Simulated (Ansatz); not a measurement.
# CrH: the cost of one run

Program: Ansatz 0.2.0. Level of theory: the levels named in each step. These are calculated values, not measurements.

### Step 1. The structure to begin with

Bond lengths: Cr1–H2 1.534 Å.

Coordinates:

```xyz
2

Cr    0.0000    0.0000    0.0000
H     0.0000    0.0000    1.5339
```

### Step 2. A rough first relaxation, PBE-D4/def2-SVP

Contents of input.yaml:

```yaml
crystal:
  periodic: [false, false, false]
  atoms:
    - { symbol: Cr, position_ang: [0.0, 0.0, 0.0] }
    - { symbol: H, position_ang: [0.0, 0.0, 1.53394] }
magnetization:
  spin_polarized: true
  initial_magnetization: 5
basis:
  gaussian: { orbitals: def2-SVP }
hamiltonian:
  xc: pbe
  dispersion: d4
relax:
  f_tol: 0.03
  max_steps: 200
```

Launch:

```
ansatz run input.yaml --threads 1 --pin off --max-ram 2560MiB --backend cpu --events-out ev --progress --plain --runs-dir out
```

What time and memory should one allow on 1 thread of Intel Xeon at 2.50GHz (Skylake/Cascade Lake), shared host?

About 10 s, with a peak of 0.11 GiB.
